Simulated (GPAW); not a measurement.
The system is HfB.

```
CELL_PARAMETERS angstrom
0.00000 2.31000 2.31000
2.31000 0.00000 2.31000
2.31000 2.31000 0.00000
ATOMIC_POSITIONS crystal
Hf 0.50000 0.50000 0.50000
B 0.00000 0.00000 0.00000
```

```yaml
Program: GPAW 26.7.0
Task: relaxation of cell and atoms
Functional: LDA
Potentials_or_basis: the program's PAW data sets (release 1.2.1) made for this functional
Cutoff: 800 eV
Basis: pw
k_mesh: 10 × 10 × 10
Occupations: fermi-dirac, width 0.05 eV
Spin: no spin polarisation
```

At the start: pressure 19.8 GPa; volume 12.33 Å³/atom.

Question: How do energy, volume and symmetry change on relaxing?

Answer: Over 4 steps the energy falls by 65.0 meV/atom and the volume is 13.45 Å³/atom (+9.1 %); space group Fm-3m (No. 225, to 0.05 Å).

Step by step:
```csv
step,energy change (eV),largest force (eV/Å),pressure (GPa),volume (Å³)
1,0.0000,0.0000,19.78,24.65
2,-0.0796,0.0000,11.66,25.47
3,-0.1297,0.0000,0.82,26.80
4,-0.1300,0.0000,0.04,26.91
```

Final structure:
```
Hf B
1.0
     0.00000    2.37836    2.37836
     2.37836    0.00000    2.37836
     2.37836    2.37836    0.00000
Hf B
1 1
Cartesian
  2.3784 2.3784 2.3784
  0.0000 0.0000 0.0000
```

Caveat: later steps reuse the first step's grids.
